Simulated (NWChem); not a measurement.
# Two attempts at C6H2I2OS (SMILES O=C1C(I)=CC(=S)C=C1I)

Wanted: the energy of C6H2I2OS, UMP2/LANL2DZ (core potential).

The calculation is run with NWChem 7.3.0.

1 further run of the same task is left out (set aside as unsound or not needed).

**1. The structure to begin with**

C6H2I2OS has 12 atoms, charge 0, and is taken as a singlet. As SMILES, `O=C1C(I)=CC(=S)C=C1I`. Geometry: relaxed at GFN2-xTB.

Bond lengths: O1–C2 1.210 Å, C2–C3 1.470 Å, C3–I4 2.092 Å, C3–C5 1.347 Å, C5–C6 1.432 Å, C6–S7 1.658 Å, C6–C8 1.432 Å, C2–C9 1.470 Å, C8–C9 1.347 Å, C9–I10 2.092 Å, C5–H11 1.080 Å, C8–H12 1.080 Å. Some angles: O1–C2–C3 122.9°, O1–C2–C9 122.9°, C3–C2–C9 114.1°, C2–C3–I4 114.2°, C2–C3–C5 122.9°, I4–C3–C5 123.0°, C3–C5–C6 120.7°, C5–C6–S7 120.6°, C5–C6–C8 118.7°, S7–C6–C8 120.6°.

**2. The input as first written**

The input, c6h2i2os.nw:

```
start c6h2i2os
title "C6H2I2OS mp2"
memory total 2900 mb
charge 0
geometry noautoz
O        0.000000       2.613900       0.000000
C        0.000000       1.404010       0.000000
C        1.233730       0.604450       0.000000
I        2.990350       1.739850       0.000000
C        1.231990      -0.742200       0.000000
C        0.000000      -1.472180       0.000000
S        0.000000      -3.130470       0.000000
C       -1.231990      -0.742200       0.000000
C       -1.233730       0.604450       0.000000
I       -2.990350       1.739850       0.000000
H        2.151010      -1.309720       0.000000
H       -2.151010      -1.309720       0.000000
end
basis spherical bse
O library 4-31G
C library 4-31G
I library 4-31G
S library 4-31G
H library 4-31G
end
scf
nopen 0
uhf
maxiter 60
noprint "final vectors analysis"
end
mp2
freeze core 7
end
task mp2 energy
```

Run with:

```bash
$ nwchem c6h2i2os.nw > c6h2i2os.out
```

What it wrote:

```text
Northwest Computational Chemistry Package (NWChem) 7.3.0
             --------------------------------------------------------

           Job information
           ---------------

    nwchem branch   = 7.3.0
    use scalapack   = T
    input           = c6h2i2os.nw
    prefix          = c6h2i2os.
    data base       = ./c6h2i2os.db
    status          = startup
    nproc           =        1

           Memory information
           ------------------

    heap     =     95027198 doubles =      725.0 Mbytes
    stack    =     95027195 doubles =      725.0 Mbytes
    global   =    190054400 doubles =     1450.0 Mbytes (distinct from heap & stack)
    total    =    380108793 doubles =     2900.0 Mbytes
    verify   = yes
    hardfail = no

           Directory information
           ---------------------

  0 permanent = .
  0 scratch   = .

                                NWChem Input Module
                                -------------------

                                   C6H2I2OS mp2
                                   ------------

 Scaling coordinates for geometry "geometry" by  1.889725989
 (inverse scale =  0.529177249)

 C2V symmetry detected

                             Geometry "geometry" -> ""
                             -------------------------

[... 21 lines left out ...]
            Nuclear Dipole moment (a.u.)
[... 68 lines left out ...]
  bas_tag_lib: failed to locate basis i_4-31g in file <dir>
 ------------------------------------------------------------------------
 bas_tag_lib: no such basis available                   0
 ------------------------------------------------------------------------
 ------------------------------------------------------------------------
  current input line :
    22: I library 4-31G
 ------------------------------------------------------------------------
 ------------------------------------------------------------------------
 There is an error in the input file
 ------------------------------------------------------------------------

0:bas_tag_lib: no such basis available:Received an Error in Communication
  Errorcode: -1
```

Wall time 0.63 s (1 thread of Intel Xeon 6975P-C (Granite Rapids), shared host); peak memory 0.071 GiB.

**3. Reading the log**

The program broke off before the end.

The telling line is `bas_tag_lib: failed to locate basis i_4-31g in file <dir>`. What is wrong: the program or basis doesn't cover what is asked for. To mend it: basis set LANL2DZ in place of 4-31G.

**4. Second attempt**

The input, c6h2i2os.nw:

```
start c6h2i2os
title "C6H2I2OS"
memory total 2900 mb
charge 0

geometry units angstrom noautoz
  O        0.000000       2.613900       0.000000
  C        0.000000       1.404010       0.000000
  C        1.233730       0.604450       0.000000
  I        2.990350       1.739850       0.000000
  C        1.231990      -0.742200       0.000000
  C        0.000000      -1.472180       0.000000
  S        0.000000      -3.130470       0.000000
  C       -1.231990      -0.742200       0.000000
  C       -1.233730       0.604450       0.000000
  I       -2.990350       1.739850       0.000000
  H        2.151010      -1.309720       0.000000
  H       -2.151010      -1.309720       0.000000
end

basis spherical bse
  * library LANL2DZ
end

ecp bse
  I library LANL2DZ
  S library LANL2DZ
end

scf
  singlet
  uhf
  maxiter 60
  print medium
end

mp2
  freeze core 7
end

task mp2 energy
```

Run with:

```bash
$ nwchem c6h2i2os.nw > c6h2i2os.out
```

What it wrote:

```text
[...]
 Group name             C2v
[...]
  functions       =    91
[...]
  wavefunction    = UHF
[...]
         Total SCF energy =   -335.262305756898
      One electron energy =  -1238.214751008285
      Two electron energy =    512.265888837092
 Nuclear repulsion energy =    390.686556414295
                       Sz =      0.0000
                 Sz(Sz+1) =      0.0000
                      S^2 =      0.0000
[...]
          Total MP2 energy          -335.993299856257
[...]
```

Wall time 28 s (1 thread of Intel Xeon 6975P-C (Granite Rapids), shared host); peak memory 0.33 GiB.

**5. Summary of results**

Level: UMP2/LANL2DZ (core potential).

| quantity | value |
| --- | --- |
| total energy | -335.99330 Eh |
| HOMO energy (Hartree–Fock orbitals) | -9.59 eV |
| LUMO energy (Hartree–Fock orbitals) | -1.64 eV |
| HOMO–LUMO gap (Hartree–Fock orbitals) | 7.95 eV |
| correlation energy (7 core orbitals frozen) | -731.0 mEh |

**Reading.** Mulliken charges run from -0.60 on C3 to +0.69 on C2; they depend strongly on the basis.
